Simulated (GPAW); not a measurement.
# MoSe (Pm-3m) in GPAW: notebook, part 2 of 2

GPAW 26.7.0. The steps go on from the part before.

**4. Single point, LDA+U**

run.py

```python
from ase import Atoms
from ase.dft.bandgap import bandgap
from ase.io import write
from ase.units import GPa
from gpaw import GPAW, PW

atoms = Atoms(['Mo', 'Se'],
              cell=[[3.50022959, 0.0, 0.0],
                    [0.0, 3.50022959, 0.0],
                    [0.0, 0.0, 3.50022959]],
              scaled_positions=[[0.0, 0.0, 0.0],
                                [0.5, 0.5, 0.5]],
              pbc=True)

calc = GPAW(mode=PW(600),
            xc='LDA',
            kpts={'size': (8, 8, 8), 'gamma': True},
            occupations={'name': 'fermi-dirac', 'width': 0.05},
            setups={'Mo': ':d,6.0'},
            nbands=20,
            convergence={'density': 1e-05, 'energy': 1e-05},
            maxiter=150,
            txt='gpaw.txt')
atoms.calc = calc
energy = atoms.get_potential_energy()
forces = atoms.get_forces()
stress = atoms.get_stress()
calc.write('gs.gpw')
write('result.traj', atoms)
print(f'Energy: {energy:.6f} eV')
print('Forces (eV/A):')
print(forces.round(4))
print('Stress (GPa):', (stress / GPa).round(3))
print('Fermi level:', round(calc.get_fermi_level(), 4), 'eV')
print(f'Gap: {bandgap(calc)[0]:.4f} eV, direct: {bandgap(calc, direct=True)[0]:.4f} eV')
```

Potentials or basis: the program's PAW data sets (release 1.2.1) made for this functional, pw.

On the command line:

```bash
$ OMP_NUM_THREADS=1 python run.py
```

gpaw.txt:

```text
__  _  _
 | _ |_)|_||  |
 |__||  | ||/\| - 26.7.0

Input parameters:
  mode=PW(ecut=600.0),
  convergence={'density': 1e-05, 'energy': 1e-05},
  kpts=MonkhorstPack(size=(8, 8, 8), gamma=True),
  maxiter=150,
  nbands=20,
  occupations=Occupations(name='fermi-dirac', width=0.05),
  setups={'Mo': ':d,6.0'},
  xc=XC(name='LDA')

Diagonalizing LCAO Hamiltonian
Converting LCAO to pw mode
   .--------.
  /|        |
 * |        |
 | |   Se   |
 | .--------.
 |/        /
 Mo-------*

Atoms  # Å, Bohr magnetons
|   | symbol |        x |        y |        z |    initial magnetic moments |
|---|--------|----------|----------|----------|-----------------------------|
| 0 |     Mo | 0.000000 | 0.000000 | 0.000000 | ( 0.0000,  0.0000,  0.0000) |
| 1 |     Se | 1.750115 | 1.750115 | 1.750115 | ( 0.0000,  0.0000,  0.0000) |

Unit cell  # Å
| periodic |        x |        y |        z |  lengths |    angles |
|----------|----------|----------|----------|----------|-----------|
|      yes | 3.500230 | 0.000000 | 0.000000 | 3.500230 | 90.000000 |
|      yes | 0.000000 | 3.500230 | 0.000000 | 3.500230 | 90.000000 |
|      yes | 0.000000 | 0.000000 | 3.500230 | 3.500230 | 90.000000 |

Number of symmetries: 48
Symmetry operations  # r_c * U_cc + t_c -> r_c
|    | kind |            matrix            |
|----|------|------------------------------|
|  0 |  E   |  1, 0, 0,  0, 1, 0,  0, 0, 1 |
|  1 |  σ   |  1, 0, 0,  0, 1, 0,  0, 0,-1 |
|  2 |  σ   |  1, 0, 0,  0, 0, 1,  0, 1, 0 |
|  3 |  C4  |  1, 0, 0,  0, 0, 1,  0,-1, 0 |
|  4 |  C4  |  1, 0, 0,  0, 0,-1,  0, 1, 0 |
|  5 |  σ   |  1, 0, 0,  0, 0,-1,  0,-1, 0 |
|  6 |  σ   |  1, 0, 0,  0,-1, 0,  0, 0, 1 |
|  7 |  C2  |  1, 0, 0,  0,-1, 0,  0, 0,-1 |
|  8 |  σ   |  0, 1, 0,  1, 0, 0,  0, 0, 1 |
|  9 |  C2  |  0, 1, 0,  1, 0, 0,  0, 0,-1 |
| 10 |  C3  |  0, 1, 0,  0, 0, 1,  1, 0, 0 |
| 11 |  S6  |  0, 1, 0,  0, 0, 1, -1, 0, 0 |
| 12 |  S6  |  0, 1, 0,  0, 0,-1,  1, 0, 0 |
| 13 |  C3  |  0, 1, 0,  0, 0,-1, -1, 0, 0 |
| 14 |  C4  |  0, 1, 0, -1, 0, 0,  0, 0, 1 |
| 15 |  S4  |  0, 1, 0, -1, 0, 0,  0, 0,-1 |
| 16 |  C3  |  0, 0, 1,  1, 0, 0,  0, 1, 0 |
| 17 |  S6  |  0, 0, 1,  1, 0, 0,  0,-1, 0 |
| 18 |  σ   |  0, 0, 1,  0, 1, 0,  1, 0, 0 |
| 19 |  C4  |  0, 0, 1,  0, 1, 0, -1, 0, 0 |
| 20 |  C2  |  0, 0, 1,  0,-1, 0,  1, 0, 0 |
| 21 |  S4  |  0, 0, 1,  0,-1, 0, -1, 0, 0 |
| 22 |  S6  |  0, 0, 1, -1, 0, 0,  0, 1, 0 |
| 23 |  C3  |  0, 0, 1, -1, 0, 0,  0,-1, 0 |
| 24 |  S6  |  0, 0,-1,  1, 0, 0,  0, 1, 0 |
| 25 |  C3  |  0, 0,-1,  1, 0, 0,  0,-1, 0 |
| 26 |  C4  |  0, 0,-1,  0, 1, 0,  1, 0, 0 |
| 27 |  σ   |  0, 0,-1,  0, 1, 0, -1, 0, 0 |
| 28 |  S4  |  0, 0,-1,  0,-1, 0,  1, 0, 0 |
| 29 |  C2  |  0, 0,-1,  0,-1, 0, -1, 0, 0 |
| 30 |  C3  |  0, 0,-1, -1, 0, 0,  0, 1, 0 |
| 31 |  S6  |  0, 0,-1, -1, 0, 0,  0,-1, 0 |
| 32 |  C4  |  0,-1, 0,  1, 0, 0,  0, 0, 1 |
| 33 |  S4  |  0,-1, 0,  1, 0, 0,  0, 0,-1 |
| 34 |  S6  |  0,-1, 0,  0, 0, 1,  1, 0, 0 |
| 35 |  C3  |  0,-1, 0,  0, 0, 1, -1, 0, 0 |
| 36 |  C3  |  0,-1, 0,  0, 0,-1,  1, 0, 0 |
| 37 |  S6  |  0,-1, 0,  0, 0,-1, -1, 0, 0 |
| 38 |  σ   |  0,-1, 0, -1, 0, 0,  0, 0, 1 |
| 39 |  C2  |  0,-1, 0, -1, 0, 0,  0, 0,-1 |
| 40 |  σ   | -1, 0, 0,  0, 1, 0,  0, 0, 1 |
| 41 |  C2  | -1, 0, 0,  0, 1, 0,  0, 0,-1 |
| 42 |  C2  | -1, 0, 0,  0, 0, 1,  0, 1, 0 |
| 43 |  S4  | -1, 0, 0,  0, 0, 1,  0,-1, 0 |
| 44 |  S4  | -1, 0, 0,  0, 0,-1,  0, 1, 0 |
| 45 |  C2  | -1, 0, 0,  0, 0,-1,  0,-1, 0 |
| 46 |  C2  | -1, 0, 0,  0,-1, 0,  0, 0, 1 |
| 47 |  i   | -1, 0, 0,  0,-1, 0,  0, 0,-1 |

BZ-sampling:
  Number of BZ points: 512
  Number of IBZ points: 35

  Monkhorst-Pack size: [8, 8, 8]
  Monkhorst-Pack shift: [0.0625, 0.0625, 0.0625]

K-points  # in reciprocal-cell coordinates
|     |                                coordinates |     weight |
|-----|--------------------------------------------|------------|
|   0 | (  0.00000000,   0.00000000,   0.00000000) | 0.00195312 |
|   1 | (  0.12500000,   0.00000000,   0.00000000) | 0.01171875 |
|   2 | (  0.12500000,   0.12500000,   0.00000000) | 0.02343750 |
|   3 | (  0.12500000,   0.12500000,   0.12500000) | 0.01562500 |
|   4 | (  0.25000000,   0.00000000,   0.00000000) | 0.01171875 |
|   5 | (  0.25000000,   0.12500000,   0.00000000) | 0.04687500 |
|   6 | (  0.25000000,   0.12500000,   0.12500000) | 0.04687500 |
|   7 | (  0.25000000,   0.25000000,   0.00000000) | 0.02343750 |
|   8 | (  0.25000000,   0.25000000,   0.12500000) | 0.04687500 |
|   9 | (  0.25000000,   0.25000000,   0.25000000) | 0.01562500 |
| ... |                                            |            |
|  34 | (  0.50000000,   0.50000000,   0.50000000) | 0.00195312 |

Plane wave coefficients: 1472
Cutoff: 600.0 eV

Spin-components: 1 (collinear spins)
Bands:           20
Projectors:      11
Spin-degeneracy: 2
Datatype:        complex128

Parallelization:
  kpt:    1
  domain: 1
  band:   1

Density:
  Valence electrons: 20.0
  Components: 1
  Grid points: [20 20 20]
  Charge: 0.0  # |e|

Potential:
  Grid points: [20 20 20]

species:
  Mo:
    name:    Molybdenum
    Z:       42.0
    valence: 14
    core:    28
    charge:  0.0  # [|e|]
    Hubbard: {U: 6.0,  # eV
              l: 2,
              scale: True}
    compensation charges:
      type: gauss
      rc: 0.38  # [Å]
      lmax: 2
    cutoffs:
      filter: 2.16  # [Å]
      core: 1.42  # [Å]
    projectors
    | kind |    occ | energy [eV] | rcut [Å] |
    |------|--------|-------------|----------|
    |   4s |  2.000 |     -64.384 |    1.238 |
    |   5s |  1.000 |      -4.319 |    1.238 |
    |   4p |  6.000 |     -38.595 |    1.296 |
    |   5p |  0.000 |      -1.161 |    1.296 |
    |   4d |  5.000 |      -3.933 |    1.296 |
    |    d |        |      23.278 |    1.296 |

    Using partial waves for Mo as LCAO basis

  Se:
    name:    Selenium
    Z:       34.0
    valence: 6
    core:    28
    charge:  0.0  # [|e|]
    compensation charges:
      type: gauss
      rc: 0.27  # [Å]
      lmax: 2
    cutoffs:
      filter: 1.77  # [Å]
      core: 2.67  # [Å]
    projectors
    | kind |    occ | energy [eV] | rcut [Å] |
    |------|--------|-------------|----------|
    |   4s |  2.000 |     -17.472 |    0.847 |
    |   4p |  4.000 |      -6.656 |    1.005 |
    |    s |        |       9.739 |    0.847 |
    |    p |        |      20.555 |    1.005 |
    |    d |        |       0.000 |    0.847 |

    Using partial waves for Se as LCAO basis

Reference energy: -176036.986678  # eV

eigensolver:
  PPCG
  Converge bands: occupied
  niter=2

density mixing:
  MSR1-Mixer
  Pratt-step length: 0.05
  Maximum mixing coefficient: 0.75
  Old densities: 10
  SVD Regularization: 0.005
  Good broyden scale: 1.0
  Trust region scale: 1.0
  Backstep threshold: 4.0
  History deletion threshold: 6.0
  Fourier metric: weight=20.0, sigma=0.015

occupation numbers:
  Fermi-Dirac:
    width: 0.0500  # eV

poisson solver:
  ecut: 4800.0  # eV

xc functional:
  name: None

convergence criteria:
- Maximum integral of absolute [dens]ity change: 1e-05 electrons / valence electron
- Maximum [total energy] change in last 3 cyles: 1e-05 eV / valence electron
- Maximum integral of absolute [eigenst]ate change: 4e-08 eV^2 / valence electron
maximum number of iterations: 150

SCF iterations
|iter     | |      energy | eigst |  dens |
|---------|-|-------------|-------|-------|
|iter:   1| |   -8.141052 | +0.15 |       |
|iter:   2| |   -7.901019 | -1.98 | -1.06 |
|iter:   3| |   -7.435982 | -1.41 | -1.13 |
|iter:   4| |   -7.539363 | -2.75 | -1.68 |
|iter:   5| |   -8.008896 | -2.69 | -1.78 |
|iter:   6| |   -9.023350 | -2.82 | -1.56 |
|iter:   7| |  -10.654842 | -2.03 | -1.45 |
|iter:   8| |  -10.606323 | -3.51 | -1.66 |
|iter:   9| |  -11.489194 | -1.93 | -1.66 |
|iter:  10| |  -11.456693 | -3.24 | -2.47 |
|iter:  11| |  -11.486933 | -3.63 | -2.31 |
|iter:  12| |  -11.491261 | -4.35 | -2.84 |
|iter:  13| |  -11.491408 | -5.18 | -3.48 |
|iter:  14| |  -11.491481 | -6.05 | -3.60 |
|iter:  15| |  -11.491483c| -7.21 | -4.45 |
|iter:  16| |  -11.491483c| -8.58c| -4.97 |
|iter:  17| |  -11.491483c| -9.69c| -6.09c|

Converged in 17 steps
Energy contributions relative to reference atoms: (reference = -176036.986678)

Energy contributions:
  Kinetic:           5.706380
  Coulomb:          -4.347395
  Zero:             -0.844697
  External:          0.000000
  Xc:              -12.005769
  Entropy:          -0.000000
  Spinorbit:         0.000000
  ----------------------------
  Free energy:     -11.491483
  Extrapolated:    -11.491483

dipole moment: (-12.830069, -12.830069, -12.830069)  # |e|*Ang

Fermi level: 8.563
Eigenvalues  # (at kpt = [0.000, 0.000, 0.000])
| band index |      eig [eV] | occ [0-2] |
|------------|---------------|-----------|
|          0 |       -52.202 |     2.000 |
|        ... |               |           |
|          2 |       -26.403 |     2.000 |
|          3 |       -26.403 |     2.000 |
|          4 |        -5.799 |     2.000 |
|          5 |         2.936 |     2.000 |
|          6 |         2.936 |     2.000 |
|          7 |         6.922 |     2.000 |
|          8 |         6.922 |     2.000 |
|          9 |         6.922 |     2.000 |
|         10 |         9.020 |     0.000 |
|         11 |        11.605 |     0.000 |
|         12 |        11.605 |     0.000 |
|         13 |        11.605 |     0.000 |
|         14 |        15.761 |     0.000 |
|         15 |        15.761 |     0.000 |
|         16 |        22.036 |     0.000 |
|         17 |        22.036 |     0.000 |
|        ... |               |           |
|         19 |        23.326 |     0.000 |

Gap: 0.970 eV
Transition (v -> c):
  (s=0, k=30, n=9, [0.50, 0.50, 0.00]) -> (s=0, k=0, n=10, [0.00, 0.00, 0.00])
Direct/indirect transitions are different
Direct gap: 2.098 eV
Transition at: (s=0, k=0, n=9, [0.00, 0.00, 0.00])

Forces  # eV/Ang
|        x |        y |        z |
|----------|----------|----------|
| -0.00000 | -0.00000 | -0.00000 |  # Mo   0
| -0.00000 | -0.00000 | -0.00000 |  # Se   1

Stress tensor  # eV/Ang^3
|        x |        y |        z |
|----------|----------|----------|
| 0.064051 | 0.000000 | 0.000000 |
| 0.000000 | 0.064051 | 0.000000 |
| 0.000000 | 0.000000 | 0.064051 |

# Writing to gs.gpw (mode='')
```

It took 24 s on 1 thread of Arm Neoverse V1, shared host; peak memory 0.16 GiB.

What came out:

```
Free energy            : -11.4915 eV
Pressure               : -10.3 GPa
Band gap on the k mesh : 0.97 eV, indirect (least direct gap 2.10 eV)
```

A k mesh can miss the band edges.

**5. Single point, LDA+U**

run.py: that of step 4 with these lines changed.

```diff
@@ -18,3 +18,3 @@
             occupations={'name': 'fermi-dirac', 'width': 0.05},
-            setups={'Mo': ':d,6.0'},
+            setups={'Mo': ':d,8.0'},
             nbands=20,
```

On the command line:

```bash
$ OMP_NUM_THREADS=1 python run.py
```

It took 23 s on 1 thread of Arm Neoverse V1, shared host; peak memory 0.16 GiB.

Results (log left out):

```yaml
Free_energy: -11.8326 eV
Pressure: -6.3 GPa
Band_gap_on_the_k_mesh: 0.92 eV, indirect (least direct gap 1.79 eV)
```

Levels at points of the mesh, in eV from the valence-band top:
| k point | band 7 | band 8 | band 9 | band 10 | band 11 | band 12 | band 13 | band 14 |
| --- | --- | --- | --- | --- | --- | --- | --- | --- |
| (0.00, 0.00, 0.00) | -6.81 | -1.14 | -1.14 | -1.14 | 0.92 | 4.60 | 4.60 | 4.60 |
| (0.50, 0.00, 0.00) | -6.61 | -3.80 | -1.28 | -1.28 | 4.16 | 4.95 | 5.90 | 5.90 |
| (0.50, 0.50, 0.00) | -4.76 | -4.35 | -4.35 | 0.00 | 1.79 | 2.97 | 3.05 | 3.05 |
| (0.50, 0.50, 0.50) | -4.73 | -4.28 | -4.28 | -4.28 | 2.82 | 2.82 | 2.82 | 6.57 |

**6. Summary**

```tsv
U	gap on the mesh (eV)	pressure (GPa)
Mo d U = 2 eV	none	-31.7
Mo d U = 5 eV	1.01	-12.5
Mo d U = 6 eV	0.97	-10.3
Mo d U = 8 eV	0.92	-6.3
```

Alike in all rows: task single point; level LDA+U; potentials or basis the program's PAW data sets (release 1.2.1) made for this functional, pw; no spin polarisation; cell as given; k mesh 8 × 8 × 8; cutoff (eV) 600; smearing fermi-dirac 0.05 eV.

On the cell as given the gap runs from zero (LDA+U) to 1.01 eV (LDA+U).

Caveats: a pressure of tens of GPa on the cell as given is suspect, and the run, the potentials or the cell itself is likely at fault (some runs); U without spin polarisation on a metal has little footing (some runs).

Total energies depend on the potentials used, so only differences within one code and one set of settings carry meaning.
